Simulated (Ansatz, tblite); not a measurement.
**Sn29H36 other sphere (Sn₂₉H₃₆): charged states by level of theory**

What does removing or adding an electron cost or gain for Sn29H36 other sphere (Sn₂₉H₃₆)? Each charged state is run at several levels.

Program: Ansatz 0.2.0, Gaussian basis. Level of theory: as each input shows. These are calculated values, not measurements.

Plan: charge +1 doublet, at the geometry of the singlet (PBE0-D4/def2-SVP, PBE-D4/def2-SVP, LDA/def2-SVP); charge -1 doublet, at the geometry of the singlet (PBE0-D4/def2-SVP, PBE-D4/def2-SVP, LDA/def2-SVP); the starting singlet's energies come from earlier runs.

2 further runs of the same task are left out: 1 for a known fault of the program, 1 set aside as unsound or not needed.

### Step 1. The structure

The geometry is that of the singlet, from an earlier relaxation (PBE-D4/def2-SVP).

65 atoms, charge 0, spin multiplicity 1.

Atoms are counted from 1 here; the program's logs count them from 0.

Bond lengths: Sn1–Sn19 2.821 Å, Sn1–Sn20 2.822 Å, Sn1–H30 1.741 Å, Sn1–H31 1.735 Å, Sn2–Sn19 2.821 Å, Sn2–Sn21 2.822 Å, Sn2–H32 1.740 Å, Sn2–H33 1.735 Å, Sn3–Sn17 2.830 Å, Sn3–Sn18 2.830 Å, Sn3–Sn19 2.830 Å, Sn3–Sn22 2.832 Å, Sn4–Sn20 2.822 Å, Sn4–Sn21 2.822 Å, Sn4–H34 1.740 Å, Sn4–H35 1.735 Å, Sn5–Sn17 2.822 Å, Sn5–Sn23 2.822 Å and more. Angles: Sn19–Sn1–Sn20 109.0°, Sn19–Sn1–H30 108.6°, Sn19–Sn1–H31 111.5°, Sn20–Sn1–H30 108.6°, Sn20–Sn1–H31 111.5°, H30–Sn1–H31 107.5°, Sn19–Sn2–Sn21 109.0°, Sn19–Sn2–H32 108.7°, Sn19–Sn2–H33 111.7°, Sn21–Sn2–H32 108.6°, Sn21–Sn2–H33 111.4°, H32–Sn2–H33 107.4°, Sn17–Sn3–Sn18 109.9°, Sn17–Sn3–Sn19 109.8°, Sn17–Sn3–Sn22 109.1°, Sn18–Sn3–Sn19 109.9°, Sn18–Sn3–Sn22 109.1°, Sn19–Sn3–Sn22 109.1° and more.

Sn takes a core potential in the def2 sets. No spin-orbit coupling is included.

### Step 2. Charge +1 doublet at the fixed geometry, PBE0-D4/def2-SVP

Input file in.yaml:

```yaml
crystal:
  periodic: [false, false, false]
  atoms:
    - {symbol: Sn, position_ang: [-4.897586, -1.704688, 1.710270]}
    - {symbol: Sn, position_ang: [-1.718353, -4.898030, 1.705081]}
    - {symbol: Sn, position_ang: [-1.636503, -1.633971, -1.638889]}
    - {symbol: Sn, position_ang: [-1.706768, -1.712269, 4.895507]}
    - {symbol: Sn, position_ang: [-1.712024, 1.714763, -4.900520]}
    - {symbol: Sn, position_ang: [-4.898034, 1.712022, -1.713820]}
    - {symbol: Sn, position_ang: [-1.632659, 1.635984, 1.631890]}
    - {symbol: Sn, position_ang: [-1.707378, 4.897810, -1.712465]}
    - {symbol: Sn, position_ang: [1.706082, -1.711882, -4.902651]}
    - {symbol: Sn, position_ang: [1.708491, -4.898581, -1.713773]}
    - {symbol: Sn, position_ang: [1.633692, -1.637779, 1.631249]}
    - {symbol: Sn, position_ang: [4.898033, -1.716954, -1.720049]}
    - {symbol: Sn, position_ang: [1.638291, 1.633366, -1.639782]}
    - {symbol: Sn, position_ang: [1.719133, 4.896664, 1.706587]}
    - {symbol: Sn, position_ang: [4.899405, 1.702395, 1.707344]}
    - {symbol: Sn, position_ang: [1.713320, 1.714317, 4.893728]}
    - {symbol: Sn, position_ang: [-3.262070, 0.015966, -3.265716]}
    - {symbol: Sn, position_ang: [0.011071, -3.262861, -3.264645]}
    - {symbol: Sn, position_ang: [-3.266400, -3.257244, 0.010376]}
    - {symbol: Sn, position_ang: [-3.257338, -0.012256, 3.261856]}
    - {symbol: Sn, position_ang: [-0.016173, -3.266864, 3.255614]}
    - {symbol: Sn, position_ang: [0.001137, -0.000329, -0.004248]}
    - {symbol: Sn, position_ang: [-0.010946, 3.262480, -3.265303]}
    - {symbol: Sn, position_ang: [-3.260712, 3.262137, -0.017051]}
    - {symbol: Sn, position_ang: [0.016950, 3.264748, 3.256235]}
    - {symbol: Sn, position_ang: [3.262525, -0.017081, -3.269135]}
    - {symbol: Sn, position_ang: [3.262294, -3.263384, -0.018063]}
    - {symbol: Sn, position_ang: [3.259544, 0.010465, 3.260143]}
    - {symbol: Sn, position_ang: [3.267490, 3.257604, 0.010054]}
    - {symbol: H, position_ang: [-5.761379, -2.772583, 2.779360]}
    - {symbol: H, position_ang: [-6.074425, -0.799840, 0.811275]}
    - {symbol: H, position_ang: [-2.785634, -5.760896, 2.775407]}
    - {symbol: H, position_ang: [-0.817747, -6.077883, 0.806085]}
    - {symbol: H, position_ang: [-2.774327, -2.779404, 5.761835]}
    - {symbol: H, position_ang: [-0.800653, -0.815088, 6.072679]}
    - {symbol: H, position_ang: [-0.812866, 0.817638, -6.082954]}
    - {symbol: H, position_ang: [-2.778984, 2.787596, -5.760853]}
    - {symbol: H, position_ang: [-6.076742, 0.813404, -0.811012]}
    - {symbol: H, position_ang: [-5.760136, 2.782273, -2.781876]}
    - {symbol: H, position_ang: [-2.772603, 5.762916, -2.783002]}
    - {symbol: H, position_ang: [-0.806640, 6.075570, -0.810448]}
    - {symbol: H, position_ang: [0.806304, -0.807169, -6.078886]}
    - {symbol: H, position_ang: [2.772551, -2.777845, -5.771798]}
    - {symbol: H, position_ang: [0.807708, -6.074885, -0.810214]}
    - {symbol: H, position_ang: [2.776733, -5.763074, -2.781894]}
    - {symbol: H, position_ang: [5.751848, -2.790465, -2.791533]}
    - {symbol: H, position_ang: [6.081591, -0.817944, -0.824134]}
    - {symbol: H, position_ang: [0.821048, 6.077048, 0.805695]}
    - {symbol: H, position_ang: [2.790397, 5.758022, 2.774008]}
    - {symbol: H, position_ang: [6.071823, 0.796541, 0.803821]}
    - {symbol: H, position_ang: [5.771373, 2.767299, 2.772433]}
    - {symbol: H, position_ang: [0.811373, 0.816512, 6.073498]}
    - {symbol: H, position_ang: [2.786223, 2.782524, 5.752393]}
    - {symbol: H, position_ang: [-4.263772, -1.002691, -4.268215]}
    - {symbol: H, position_ang: [-1.009333, -4.264743, -4.265154]}
    - {symbol: H, position_ang: [-4.271864, -4.254959, -1.009286]}
    - {symbol: H, position_ang: [-4.255699, 1.007554, 4.266410]}
    - {symbol: H, position_ang: [1.003395, -4.268314, 4.257383]}
    - {symbol: H, position_ang: [1.009303, 4.264310, -4.266162]}
    - {symbol: H, position_ang: [-4.260412, 4.264672, 1.003582]}
    - {symbol: H, position_ang: [-1.002064, 4.268172, 4.256740]}
    - {symbol: H, position_ang: [4.264790, 1.001922, -4.270794]}
    - {symbol: H, position_ang: [4.264302, -4.265130, 1.001193]}
    - {symbol: H, position_ang: [4.260930, -1.008036, 4.263229]}
    - {symbol: H, position_ang: [4.272475, 4.257930, -1.007636]}
basis:
  gaussian: {orbitals: def2-SVP, fitting: {mean_field: def2-universal-jkfit}}
total_charge: 1
magnetization: {spin_polarized: true, initial_magnetization: 1}
hamiltonian: {xc: pbe0, dispersion: d4}
scf: {omitted_lower_state_checks: [starts]}
output: {orbitals: {seedname: orbitals}}
```

Launch:

```
> ansatz run in.yaml --threads 11 --pin off --events-out ev --progress --plain --max-ram 174080MiB --backend cuda --devices 0, --max-vram 75GiB
```

Output:

```text
Functional definition: PBE0
  name "PBE0"
  cite "Adamo & Barone, J. Chem. Phys. 110, 6158 (1999) doi:10.1063/1.478522"
  cite "Perdew, Burke & Ernzerhof, Phys. Rev. Lett. 77, 3865 (1996) doi:10.1103/PhysRevLett.77.3865"
  parent pbe
  parameter a = 0.25
  parameter kappa = 0.804
  parameter beta = 0.06672455060314922
  exchange = (1 - a)*pbe_x(kappa = kappa, mu = beta*pi^2/3) + a*exact_x
  correlation = pbe_c(beta = beta)
these checks for a lower state are left out or cut short: starts
6970 factors; integrals over basis functions are off by at most 3.3e-1 eV
mean field evaluation 1: about -169711.8847 eV, gradient 1.9e1 eV
mean field evaluation 2: about -169712.4173 eV, gradient 1.5e1 eV
mean field evaluation 4: about -169714.0533 eV, gradient 4.1e0 eV
mean field evaluation 8: about -169714.1430 eV, gradient 8.4e-1 eV
mean field evaluation 16: about -169714.1814 eV, gradient 1.8e-1 eV
mean field -169714.20897146 eV, -6236.8821432788 hartree, gradient 5.8e-6 eV, S^2 0.753522; 0 other end points of the search recorded, 0 dependent functions left out
reference -169714.20909305 eV, -6236.8821477468 hartree; 337, 336 occupied and 597, 598 virtual orbitals, 6970 factors
Total energy: -169719.44351084 eV, -6237.0745090528 hartree
Checks for a lower state left out: starts
```

It took 73 s on 1 × H100 with 11 threads of AMD EPYC 7R13, shared host; peak host memory 1.9 GiB.

HOMO -8.81 eV, LUMO -8.07 eV (over both spins); ⟨S²⟩ 0.754 (pure: 0.75).

### Step 3. Charge +1 doublet at the fixed geometry, PBE-D4/def2-SVP

start.molden holds the orbitals of an earlier run on this state, given as this run's starting guess.

Changes to in.yaml since step 2:

```diff
@@ -69,6 +69,6 @@
 basis:
-  gaussian: {orbitals: def2-SVP, fitting: {mean_field: def2-universal-jkfit}}
+  gaussian: {orbitals: def2-SVP, fitting: {mean_field: def2-universal-jkfit}, initial_orbitals: start.molden}
 total_charge: 1
 magnetization: {spin_polarized: true, initial_magnetization: 1}
-hamiltonian: {xc: pbe0, dispersion: d4}
+hamiltonian: {xc: pbe, dispersion: d4}
 scf: {omitted_lower_state_checks: [starts]}
```

The command is unchanged.

Output:

```text
Functional definition: PBE
  name "PBE"
  cite "Perdew, Burke & Ernzerhof, Phys. Rev. Lett. 77, 3865 (1996) doi:10.1103/PhysRevLett.77.3865"
  parent pbe
  parameter kappa = 0.804
  parameter beta = 0.06672455060314922
  exchange = pbe_x(kappa = kappa, mu = beta*pi^2/3)
  correlation = pbe_c(beta = beta)
these checks for a lower state are left out or cut short: starts
6970 factors; integrals over basis functions are off by at most 3.3e-1 eV
mean field evaluation 1: about -169703.9585 eV, gradient 1.1e1 eV
mean field evaluation 2: about -169704.9380 eV, gradient 7.8e-1 eV
mean field evaluation 4: about -169704.8981 eV, gradient 4.5e-2 eV
mean field evaluation 8: about -169704.8983 eV, gradient 6.8e-4 eV
mean field evaluation 16: about -169704.8983 eV, gradient 1.9e-3 eV
mean field -169704.89826977 eV, -6236.5399813024 hartree, gradient 1.9e-6 eV, S^2 0.750634; 0 other end points of the search recorded, 0 dependent functions left out
reference -169704.89843238 eV, -6236.5399872785 hartree; 337, 336 occupied and 597, 598 virtual orbitals, 6970 factors
Total energy: -169710.46954877 eV, -6236.7447220294 hartree
Checks for a lower state left out: starts
```

It took 26 s on 1 × H100 with 11 threads of AMD EPYC 7R13, shared host; peak host memory 1.9 GiB.

HOMO -8.03 eV, LUMO -8.03 eV (over both spins; with the spin held, an empty level of the minority spin lies below the top filled one); ⟨S²⟩ 0.751 (pure: 0.75).

### Step 4. Charge +1 doublet at the fixed geometry, LDA/def2-SVP

Changes to in.yaml since step 3:

```diff
@@ -72,3 +72,3 @@
 magnetization: {spin_polarized: true, initial_magnetization: 1}
-hamiltonian: {xc: pbe, dispersion: d4}
+hamiltonian: {xc: lda}
 scf: {omitted_lower_state_checks: [starts]}
```

Same command.

Output:

```text
Functional definition: SPW92
  name "SPW92"
  cite "Dirac, Proc. Camb. Phil. Soc. 26, 376 (1930) doi:10.1017/S0305004100016108"
  cite "Slater, Phys. Rev. 81, 385 (1951) doi:10.1103/PhysRev.81.385"
  cite "Perdew & Wang, Phys. Rev. B 45, 13244 (1992) doi:10.1103/PhysRevB.45.13244"
  exchange = slater_x
  correlation = pw_c
these checks for a lower state are left out or cut short: starts
6970 factors; integrals over basis functions are off by at most 3.3e-1 eV
mean field evaluation 1: about -169437.5906 eV, gradient 2.3e1 eV
mean field evaluation 2: about -169440.6542 eV, gradient 2.4e0 eV
mean field evaluation 4: about -169440.7013 eV, gradient 1.5e-1 eV
mean field evaluation 8: about -169440.7025 eV, gradient 6.8e-4 eV
mean field evaluation 16: about -169440.7025 eV, gradient 6.8e-4 eV
mean field -169440.70251003 eV, -6226.8309662105 hartree, gradient 2.5e-6 eV, S^2 0.750287; 0 other end points of the search recorded, 0 dependent functions left out
reference -169440.70266140 eV, -6226.8309717733 hartree; 337, 336 occupied and 597, 598 virtual orbitals, 6970 factors
Total energy: -169440.70266140 eV, -6226.8309717733 hartree
Checks for a lower state left out: starts
```

It took 19 s on 1 × H100 with 11 threads of AMD EPYC 7R13, shared host; peak host memory 1.7 GiB.

Report: HOMO -8.12 eV, LUMO -8.12 eV (over both spins; with the spin held, an empty level of the minority spin lies below the top filled one); ⟨S²⟩ 0.750 (pure: 0.75).

### Step 5. Vertical ionisation energy

Charged state less starting state, singlet to doublet; the starting state's energies are those of its earlier runs.

```
           level  vertical ionisation energy (eV)  time
    LDA/def2-SVP                            +6.98  26 s
 PBE-D4/def2-SVP                            +6.96  33 s
PBE0-D4/def2-SVP                            +7.37  93 s
```

Times add the two runs; a level without a time comes out of a correlated run.

Beside −ε(HOMO) of the starting state:

```
           level  −ε(HOMO) (eV)  by difference (eV)  mismatch (eV)
    LDA/def2-SVP           5.83                6.98          -1.15
 PBE-D4/def2-SVP           5.75                6.96          -1.21
PBE0-D4/def2-SVP           6.55                7.37          -0.82
```

### Step 6. Charge -1 doublet at the fixed geometry, PBE0-D4/def2-SVP

Changes to in.yaml since step 4:

```diff
@@ -69,6 +69,6 @@
 basis:
-  gaussian: {orbitals: def2-SVP, fitting: {mean_field: def2-universal-jkfit}, initial_orbitals: start.molden}
-total_charge: 1
+  gaussian: {orbitals: def2-SVP, fitting: {mean_field: def2-universal-jkfit}}
+total_charge: -1
 magnetization: {spin_polarized: true, initial_magnetization: 1}
-hamiltonian: {xc: lda}
+hamiltonian: {xc: pbe0, dispersion: d4}
 scf: {omitted_lower_state_checks: [starts]}
```

Same command.

Output, shortened:

```text
Functional definition: PBE0
  name "PBE0"
  cite "Adamo & Barone, J. Chem. Phys. 110, 6158 (1999) doi:10.1063/1.478522"
  cite "Perdew, Burke & Ernzerhof, Phys. Rev. Lett. 77, 3865 (1996) doi:10.1103/PhysRevLett.77.3865"
  parent pbe
[...]
6970 factors; integrals over basis functions are off by at most 3.3e-1 eV
[...]
mean field -169723.21930624 eV, -6237.2132669745 hartree, gradient 6.3e-6 eV, S^2 0.752487; 0 other end points of the search recorded, 0 dependent functions left out
reference -169723.21942456 eV, -6237.2132713225 hartree; 338, 337 occupied and 596, 597 virtual orbitals, 6970 factors
Total energy: -169728.57769482 eV, -6237.4101841228 hartree
Checks for a lower state left out: starts
```

Run time: 30 s. Hardware: 1 × H100 with 11 threads of AMD EPYC 7R13, shared host; peak host memory 1.9 GiB.

HOMO -0.95 eV, LUMO -0.16 eV (over both spins); ⟨S²⟩ 0.752 (pure: 0.75).

### Step 7. Charge -1 doublet at the fixed geometry, PBE-D4/def2-SVP

Changes to in.yaml since step 6:

```diff
@@ -69,6 +69,6 @@
 basis:
-  gaussian: {orbitals: def2-SVP, fitting: {mean_field: def2-universal-jkfit}}
+  gaussian: {orbitals: def2-SVP, fitting: {mean_field: def2-universal-jkfit}, initial_orbitals: start.molden}
 total_charge: -1
 magnetization: {spin_polarized: true, initial_magnetization: 1}
-hamiltonian: {xc: pbe0, dispersion: d4}
+hamiltonian: {xc: pbe, dispersion: d4}
 scf: {omitted_lower_state_checks: [starts]}
```

Same command.

Output:

```text
Functional definition: PBE
  name "PBE"
  cite "Perdew, Burke & Ernzerhof, Phys. Rev. Lett. 77, 3865 (1996) doi:10.1103/PhysRevLett.77.3865"
  parent pbe
  parameter kappa = 0.804
  parameter beta = 0.06672455060314922
  exchange = pbe_x(kappa = kappa, mu = beta*pi^2/3)
  correlation = pbe_c(beta = beta)
these checks for a lower state are left out or cut short: starts
6970 factors; integrals over basis functions are off by at most 3.3e-1 eV
mean field evaluation 1: about -169712.8803 eV, gradient 1.1e1 eV
mean field evaluation 2: about -169713.8328 eV, gradient 1.0e0 eV
mean field evaluation 4: about -169713.7986 eV, gradient 1.5e-1 eV
mean field evaluation 8: about -169713.7996 eV, gradient 4.4e-5 eV
mean field -169713.79956149 eV, -6236.8670977398 hartree, gradient 7.4e-6 eV, S^2 0.750362; 0 other end points of the search recorded, 0 dependent functions left out
reference -169713.79971963 eV, -6236.8671035511 hartree; 338, 337 occupied and 596, 597 virtual orbitals, 6970 factors
Total energy: -169719.50493189 eV, -6237.0767662347 hartree
Checks for a lower state left out: starts
```

Wall time 14 s (1 × H100 with 11 threads of AMD EPYC 7R13, shared host); peak host memory 1.9 GiB.

HOMO -0.91 eV, LUMO -0.86 eV (over both spins); ⟨S²⟩ 0.750 (pure: 0.75).

### Step 8. Charge -1 doublet at the fixed geometry, LDA/def2-SVP

Changes to in.yaml since step 7:

```diff
@@ -72,3 +72,3 @@
 magnetization: {spin_polarized: true, initial_magnetization: 1}
-hamiltonian: {xc: pbe, dispersion: d4}
+hamiltonian: {xc: lda}
 scf: {omitted_lower_state_checks: [starts]}
```

Same command.

Output:

```text
Functional definition: SPW92
  name "SPW92"
  cite "Dirac, Proc. Camb. Phil. Soc. 26, 376 (1930) doi:10.1017/S0305004100016108"
  cite "Slater, Phys. Rev. 81, 385 (1951) doi:10.1103/PhysRev.81.385"
  cite "Perdew & Wang, Phys. Rev. B 45, 13244 (1992) doi:10.1103/PhysRevB.45.13244"
  exchange = slater_x
  correlation = pw_c
these checks for a lower state are left out or cut short: starts
6970 factors; integrals over basis functions are off by at most 3.3e-1 eV
mean field evaluation 1: about -169446.8277 eV, gradient 2.3e1 eV
mean field evaluation 2: about -169449.8539 eV, gradient 2.4e0 eV
mean field evaluation 4: about -169449.9026 eV, gradient 2.4e-1 eV
mean field evaluation 8: about -169449.9077 eV, gradient 4.2e-4 eV
mean field -169449.90773764 eV, -6227.1692520855 hartree, gradient 1.9e-5 eV, S^2 0.750183; 0 other end points of the search recorded, 0 dependent functions left out
reference -169449.90788445 eV, -6227.1692574806 hartree; 338, 337 occupied and 596, 597 virtual orbitals, 6970 factors
Total energy: -169449.90788445 eV, -6227.1692574806 hartree
Checks for a lower state left out: starts
```

Wall time 11 s (1 × H100 with 11 threads of AMD EPYC 7R13, shared host); peak host memory 1.7 GiB.

HOMO -1.13 eV, LUMO -1.09 eV (over both spins); ⟨S²⟩ 0.750 (pure: 0.75).

### Step 9. Vertical electron affinity

Starting state less charged state (positive: the electron is bound), singlet to doublet; the starting state's energies are those of its earlier runs.

```
           level  vertical electron affinity (eV)  time
    LDA/def2-SVP                            +2.22  18 s
 PBE-D4/def2-SVP                            +2.08  22 s
PBE0-D4/def2-SVP                            +1.76  50 s
```

Times add the two runs; a level without a time comes out of a correlated run.

Beside −ε(LUMO) of the starting state:

```
           level  −ε(LUMO) (eV)  by difference (eV)  mismatch (eV)
    LDA/def2-SVP           3.33                2.22          +1.10
 PBE-D4/def2-SVP           3.11                2.08          +1.04
PBE0-D4/def2-SVP           2.45                1.76          +0.69
```

### Step 10. Outcome

| quantity | value |
| --- | --- |
| vertical ionisation energy, functionals in def2-SVP | 6.96 (PBE-D4) to 7.37 eV (PBE0-D4) |
| vertical electron affinity, functionals in def2-SVP | 1.76 (PBE0-D4) to 2.22 eV (LDA) |

What this shows: The vertical ionisation energy spans 6.96 to 7.37 eV over the functionals. −ε(HOMO) misses the level's own difference by -0.82 eV at best (PBE0-D4) and -1.21 eV at worst (PBE-D4). The vertical electron affinity spans 1.76 to 2.22 eV over the functionals. −ε(LUMO) misses the level's own difference by +0.69 eV at best (PBE0-D4) and +1.10 eV at worst (LDA).
